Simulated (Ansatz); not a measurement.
# BGeNH (quartet): from Hartree-Fock to the top rungs, cc-pVDZ

How much of the correlation energy of BGeNH (quartet) does each wave-function method recover here?

The runs use Ansatz 0.2.0, Gaussian basis; cc-pVDZ, core rule «outside noble gas», up to 16 orbitals frozen.

The runs, in order: UHF; CCSD(T) on ROHF; CCSD(T) on UHF; BCCD(T) on ROHF; CISD; CCSDT(Q) on ROHF; CCSDT(Q) on UHF.

18 further runs of the same task are left out: 6 that didn't finish, 12 set aside as unsound or not needed.

**1. The system**

The geometry is a PBE0/def2-TZVP stationary point (not a proven minimum) of the parent state, kept for this charge and spin. No spin-orbit coupling is included. The filled d shell of Ge may be among the frozen orbitals whatever the setting's name suggests; the logs give the count.

4 atoms, charge 0, spin multiplicity 4.

Atoms are counted from 1 here; the program's logs count them from 0.

Bond lengths: Ge1–B2 2.032 Å, Ge1–H4 1.588 Å, B2–N3 1.314 Å. Angles: B2–Ge1–H4 89.3°, Ge1–B2–N3 176.5°.

**2. UHF**

in.yaml

```yaml
crystal:
  periodic: [false, false, false]
  atoms:
    - {symbol: Ge, position_ang: [0.000000, -0.030376, 0.698274]}
    - {symbol: B, position_ang: [0.000000, 0.043546, -1.332114]}
    - {symbol: N, position_ang: [0.000000, 0.011842, -2.646111]}
    - {symbol: H, position_ang: [0.000000, 1.557476, 0.736277]}
basis:
  gaussian: {orbitals: cc-pVDZ}
magnetization: {spin_polarized: true, initial_magnetization: 3}
hamiltonian: {xc: hf}
output: {orbitals: {seedname: orbitals}}
```

On the command line:

```console
$ ansatz run in.yaml --threads 1 --pin off --events-out ev --progress --plain --max-ram 2393MiB
```

The runs that follow: CCSD(T) on ROHF; CCSD(T) on UHF; BCCD(T) on ROHF; CISD; CCSDT(Q) on ROHF; CCSDT(Q) on UHF.

**Question.** What will the summary of the whole plan be? Wanted: UCCSDT(Q) below the RHF energy; RMP2 from UCCSDT(Q); UMP2 from UCCSDT(Q); RCCSD from UCCSDT(Q); RCCSD(T) from UCCSDT(Q); UCCSD(T) from UCCSDT(Q); RCCSDT(Q) from UCCSDT(Q); T1 diagnostic.

The runs gave:

| quantity | value |
| --- | --- |
| UCCSDT(Q) below the RHF energy | -8.4753 eV |
| RMP2 from UCCSDT(Q) | +1391.0 meV |
| UMP2 from UCCSDT(Q) | +1535.9 meV |
| RCCSD from UCCSDT(Q) | +419.0 meV |
| RCCSD(T) from UCCSDT(Q) | +97.0 meV |
| UCCSD(T) from UCCSDT(Q) | +91.3 meV |
| RCCSDT(Q) from UCCSDT(Q) | +17.3 meV |
| levels within 1 kcal/mol (43 meV) | UCCSDT, RCCSDT(Q) |
| T1 diagnostic | 0.043 |

**Reading.** RCCSD(T) lands +97.0 meV from the yardstick (1.1 % of the correlation energy). These misses are within one basis, not against nature; the frozen cores of restricted and unrestricted runs differ, which can shift their rows.
